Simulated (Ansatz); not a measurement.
What does this script print? It uses the Python package of Ansatz (0.2.0).

The script, `scf.py`:
```python
# -*- coding: utf-8 -*-
"""Self-consistent field of AgAu at the given structure."""

from collections import Counter
from pathlib import Path
import json

import ansatz as az
import numpy as np


def main():
    vectors = np.array([
        [2.935167, 0.0, 0.0],
        [-1.467583, 2.541929, 0.0],
        [0.0, 0.0, 4.696905],
    ])
    structure = (
        az.Lattice.of(vectors)
        .atom("Ag", (0.0, 0.0, 0.5))
        .atom("Au", (2 / 3, 1 / 3, 0.0))
    )

    # the calculation
    base = (
        structure.calculation()
        .mixing("anderson", beta=0.3)
        .basis(47 * az.Ry)
        .scf(tolerance=1e-09, self_checks="high")
        .functional("PBEsol", dispersion="d3bjatm")
        .occupations(az.OccupationsMethod.COLD, width=0.2)
        .kpoints(11, 11, 6, center="monkhorst-pack")
        .potential_components()
        .density_of_states(energy_step=0.05)
        .band_table()
    )
    out = base.run(events_out="events.ndjson")
    data = out.report
    with open("events.ndjson") as stream:
        kinds = Counter(json.loads(line)["event"] for line in stream)
    print("events:", {kind: kinds[kind] for kind in ("scf_iter", "scf_done", "notice", "finished")})

    for key in ("converged", "n_iterations", "n_electrons", "n_kpoints", "n_pw", "n_symmetry_ops", "free_energy_ev", "fermi_energy_ev"):
        print(f"{key:18s} {data[key]}")

    folder = Path(out.write_results("parts"))
    text = (folder / "v_comp_z.tsv").read_text().splitlines()
    rows = np.array([line.split() for line in text if not line.startswith("#")], dtype=float)
    print(text[0])
    print(np.array2string(rows[:: max(len(rows) // 12, 1)], precision=3, suppress_small=True))

    # accept the result only where the loop met its thresholds and nothing is doubted
    problems = list(data["published_state_doubts"])
    if not data["converged"] or data.get("closed_by") != "deck_thresholds":
        problems.append("loop closed by " + str(data.get("closed_by")))
    print("accepted" if not problems else f"check before use: {problems}")

    dos = out.density_of_states()
    energy = np.asarray(dos.energies_ev) - dos.fermi_ev
    states, count = np.asarray(dos.spin_summed_g_bin_mean_per_ev), np.asarray(dos.spin_summed_integrated)
    g_fermi = float(np.interp(0.0, energy, states))
    print(f"g(E_F) = {g_fermi:.3f} states/eV per cell")
    # Sommerfeld coefficient of bare band electrons: pi^2 k_B^2 g / 3
    gamma = np.pi ** 2 / 3 * 8.617333e-5 ** 2 * g_fermi * 96485.33e3 / len(out.lattice.sites)
    print(f"bare Sommerfeld coefficient {gamma:.2f} mJ/(mol of atoms K^2)")
    for low, high in ((-10, -6), (-6, -3), (-3, 0), (0, 3)):
        print(f"states between {low} and {high} eV: {np.interp(high, energy, count) - np.interp(low, energy, count):.3f}")

    edges = data.get("band_edges_ev")
    if edges:
        print(f"band edges on the mesh: {edges[0]:.3f} and {edges[1]:.3f} eV, gap {edges[1] - edges[0]:.3f} eV")
    else:
        print("no band edges reported (a metal, or a gap too narrow for this smearing); Fermi level", round(data["fermi_energy_ev"], 3), "eV")


if __name__ == "__main__":
    main()
```

```console
$ python scf.py
events: {'scf_iter': 8, 'scf_done': 1, 'notice': 2, 'finished': 1}
converged          True
n_iterations       8
n_electrons        38.0
n_kpoints          48
n_pw               1279
n_symmetry_ops     12
free_energy_ev     -20530.420064368736
fermi_energy_ev    18.15922991049914
# z_ang	v_loc[eV]	v_h[eV]	v_xc[eV]
[[  0.    -23.621  25.393 -15.782]
 [  0.352  -8.739  13.329 -14.668]
 [  0.705  22.975 -10.4   -12.023]
 [  1.057  43.726 -25.106  -9.951]
 [  1.409  39.463 -21.547  -9.972]
 [  1.761  12.548  -0.281 -12.07 ]
 [  2.114 -18.518  25.672 -14.265]
 [  2.466 -24.456  30.764 -14.656]
 [  2.818   1.214   9.041 -12.903]
 [  3.17   32.487 -16.15  -10.513]
 [  3.523  45.098 -26.074  -9.684]
 [  3.875  32.42  -17.047 -11.16 ]
 [  4.227   1.227   5.584 -13.872]
 [  4.579 -21.844  23.921 -15.654]]
accepted
g(E_F) = 0.583 states/eV per cell
bare Sommerfeld coefficient 0.69 mJ/(mol of atoms K^2)
states between -10 and -6 eV: 2.357
states between -6 and -3 eV: 14.369
states between -3 and 0 eV: 5.294
states between 0 and 3 eV: 1.666
no band edges reported (a metal, or a gap too narrow for this smearing); Fermi level 18.159 eV
```

Reading the output:
- These settings explore the input space; cutoff and mesh may be short of convergence.
- Dispersion corrections can be off by several per cent in the lattices of metals, and by several GPa in the pressure at a fixed cell.
- For a metal this k-point mesh is coarse: on a finer one energies can move by several to tens of meV an atom and pressures by half a GPa or more, differences at one mesh by less.
- Only differences from the Fermi energy are physical; the zero of the scale is a convention.
- This cell is a computed structure, which may not be the phase found in nature.
- Levels are Kohn-Sham eigenvalues on this mesh, without spin-orbit coupling.
- The computed bands are complete only to about 6.3 eV above the Fermi level; beyond that the density of states is undercounted.
- Run time: 6 s on 1 thread of Intel(R) Xeon(R) Platinum 8488C (Sapphire Rapids), on a shared host, peak memory 0.45 GiB.

(Lines on the test bed's own set-up are left out of the output.)
